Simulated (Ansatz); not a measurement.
# CH7BSi2: up Jacob's ladder to CCSD(T)

One table from this session's results is given with a row withheld; the runs are named, their logs left out.

Method: functionals in def2-TZVPP, the program's frozen cores in correlated methods; program: Ansatz 0.2.0, Gaussian basis.

Levels to be run: LDA (SPW92), PBE-D4, revPBE-D4, BLYP-D4, r2SCAN-D4, B97M-V, PBE0-D4, B3LYP-D4, r2SCANh-D4, r2SCAN0-D4, HSE06-D4, BHLYP-D4, CAM-B3LYP-D4, LC-ωPBE, ωB97X-V, ωB97M-V, B2PLYP, PBE-QIDH; CCSD(T)/def2-SVP; CCSD(T)/def2-TZVPP; MP2/def2-QZVPP; extrapolation to the limit; RPA on PBE.

## Structure used throughout

The geometry comes from an earlier relaxation with PBE0-D4 in a triple-zeta def2 set; it is a stationary point, not always the lowest conformer.

SMILES `B1[SiH2]C[SiH2]1`, 11 atoms, charge 0, spin multiplicity 1.

Atoms are counted from 1 here; the program's logs count them from 0.

Bond lengths: B1–Si2 2.028 Å, B1–Si4 2.028 Å, B1–H5 1.190 Å, Si2–C3 1.901 Å, Si2–H6 1.494 Å, Si2–H7 1.492 Å, C3–Si4 1.901 Å, C3–H8 1.089 Å, C3–H9 1.095 Å, Si4–H10 1.492 Å, Si4–H11 1.494 Å. Angles: Si2–B1–Si4 83.7°, Si2–B1–H5 138.0°, Si4–B1–H5 138.0°, B1–Si2–C3 89.2°, B1–Si2–H6 107.7°, B1–Si2–H7 123.4°, C3–Si2–H6 109.8°, C3–Si2–H7 117.0°, H6–Si2–H7 108.2°, Si2–C3–Si4 90.8°, Si2–C3–H8 118.7°, Si2–C3–H9 109.5°, Si4–C3–H8 118.7°, Si4–C3–H9 109.5°, H8–C3–H9 108.5°, B1–Si4–C3 89.2°, B1–Si4–H10 123.4°, B1–Si4–H11 107.8° and more.

The first run:

Input file in.yaml:

```yaml
crystal:
  periodic: [false, false, false]
  atoms:
    - {symbol: B, position_ang: [-0.399721, 0.934219, -1.226910]}
    - {symbol: Si, position_ang: [-0.003529, 1.131185, 0.752324]}
    - {symbol: C, position_ang: [0.690191, -0.638452, 0.762129]}
    - {symbol: Si, position_ang: [-0.266804, -1.049903, -0.827839]}
    - {symbol: H, position_ang: [-0.529944, 1.638201, -2.177142]}
    - {symbol: H, position_ang: [-1.310010, 1.167405, 1.476525]}
    - {symbol: H, position_ang: [0.869163, 2.203029, 1.313019]}
    - {symbol: H, position_ang: [0.529946, -1.257806, 1.643918]}
    - {symbol: H, position_ang: [1.763522, -0.611880, 0.546243]}
    - {symbol: H, position_ang: [0.358829, -2.034077, -1.757798]}
    - {symbol: H, position_ang: [-1.636141, -1.538922, -0.483869]}
basis:
  gaussian: {orbitals: def2-TZVPP}
hamiltonian: {xc: lda}
output: {orbitals: {seedname: orbitals}}
```

Launch:

```sh
> ansatz run in.yaml --threads 2 --pin off --events-out ev --progress --plain --max-ram 4352MiB
```

Among the steps run: LDA; PBE-D4 (GGA); revPBE-D4 (GGA); BLYP-D4 (GGA); r2SCAN-D4 (meta-GGA); B97M-V (meta-GGA); B3LYP-D4 (hybrid); r2SCANh-D4 (hybrid); r2SCAN0-D4 (hybrid); HSE06-D4 (hybrid); BHLYP-D4 (hybrid); CAM-B3LYP-D4 (range-separated); LC-ωPBE (range-separated); ωB97X-V (range-separated); ωB97M-V (range-separated); B2PLYP (double hybrid); PBE-QIDH (double hybrid).

One table of the session follows, with a row left open; its other results are not shown here.

It belongs to the step «Orbital energies across the functionals». 

```
  functional  HOMO (eV)  LUMO (eV)  gap (eV)
 LDA (SPW92)      -6.10      -3.97      2.13
      PBE-D4      -6.02      -3.76      2.26
   revPBE-D4      -5.98      -3.66      2.32
     BLYP-D4      -5.89      -3.55      2.34
   r2SCAN-D4      -6.23      -3.50      2.73
      B97M-V      -6.34      -3.62      2.72
     PBE0-D4      -7.10      -2.81      4.29
    B3LYP-D4          ?          ?         ?
  r2SCANh-D4      -6.63      -3.16      3.46
  r2SCAN0-D4      -7.23      -2.67      4.56
    HSE06-D4      -6.70      -3.19      3.52
    BHLYP-D4      -8.09      -1.70      6.39
CAM-B3LYP-D4      -8.38      -1.62      6.76
     LC-ωPBE      -9.69      -0.49      9.20
     ωB97X-V      -9.36      -0.59      8.77
     ωB97M-V      -9.16      -0.83      8.33
```

Q: Estimate the row for B3LYP-D4 from the others.

Worked estimate for «HOMO (eV)». Against the share of exact exchange, BLYP-D4 (0, -5.89), BHLYP-D4 (0.5, -8.09) give a slope of -4.40 per unit share; at 0.2 the line stands at -6.77.

The run gave: HOMO (eV): -6.92; LUMO (eV): -2.96; gap (eV): 3.96. In «HOMO (eV)» the line misses by +0.15.
